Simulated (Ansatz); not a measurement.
# BaSn5: the cost of one run

Program: Ansatz 0.2.0. Level of theory: DFT LDA, scalar-relativistic, plane waves, PAW. These are calculated values, not measurements.

1 further run of the same task is left out (set aside as unsound or not needed).

### Step 1. The starting structure

The structure is hexagonal, space group P6/mmm (No. 191). Conventional cell: a = 5.436 Å, b = 5.436 Å, c = 7.235 Å, α = 90.00°, β = 90.00°, γ = 120.00°. Ba (site symmetry 6/mmm) is surrounded by 14 Sn at 3.62 to 3.78 Å. Around Sn (site symmetry 3m) lie 4 Sn at 3.01 to 3.14 Å. Sn (site symmetry 6/mmm) is surrounded by 12 Sn at 3.48 Å and 2 Ba at 3.62 Å.

Structure file:

```cif
data_structure
_symmetry_space_group_name_H-M 'P6/mmm'
_symmetry_Int_Tables_number 191
_cell_length_a 5.4358
_cell_length_b 5.4358
_cell_length_c 7.2353
_cell_angle_alpha 90.000
_cell_angle_beta 90.000
_cell_angle_gamma 120.000
_cell_volume 185.15
loop_
_atom_site_label
_atom_site_type_symbol
_atom_site_symmetry_multiplicity
_atom_site_Wyckoff_symbol
_atom_site_fract_x
_atom_site_fract_y
_atom_site_fract_z
_atom_site_occupancy
Ba1 Ba 1 b 0.00000 0.00000 0.50000 1
Sn1 Sn 4 h 0.66667 0.33333 0.79185 1
Sn2 Sn 1 a 0.00000 0.00000 0.00000 1
```

It goes back to an entry of the Materials Project.

It is the result of an earlier relaxation at this level (volume 30.86 Å³/atom; gap on the mesh: none (metal)).

### Step 2. The cell under LDA

The input, input.yaml:

```yaml
crystal:
  lattice:
    - [5.4357996341, 0.0, 0.0]
    - [-2.717899817, 4.707540573, 0.0]
    - [0.0, 0.0, 7.2352829966]
  atoms:
    - { symbol: Ba, position: [0.0, 0.0, 0.5] }
    - { symbol: Sn, position: [0.6666666667, 0.3333333333, 0.7918521371] }
    - { symbol: Sn, position: [0.0, 0.0, 0.0] }
    - { symbol: Sn, position: [0.6666666667, 0.3333333333, 0.2081478629] }
    - { symbol: Sn, position: [0.3333333333, 0.6666666667, 0.2081478629] }
    - { symbol: Sn, position: [0.3333333333, 0.6666666667, 0.7918521371] }
basis:
  ecutwfc: 420
kpoints:
  mp_grid: { grid: [12, 12, 6] }
hamiltonian:
  xc: lda
scf:
  occupations: { method: gaussian, width: 0.1 }
output:
  forces: true
  stress: true
  eigenvalues: true
relax:
  adjacent_minimum: "off"
  f_tol: 0.005
  max_steps: 50
  cell: { stress_tol: 0.05 }
```

Started as:

```bash
> ansatz run input.yaml --threads 2 --pin off --max-ram 5120MiB --backend cpu --events-out ev --progress --plain --runs-dir out
```

**Question.** How long does this run take on 2 threads of Arm Neoverse V1, shared host, and how much memory does it need?

About 1.9 min, with a peak of 0.77 GiB.
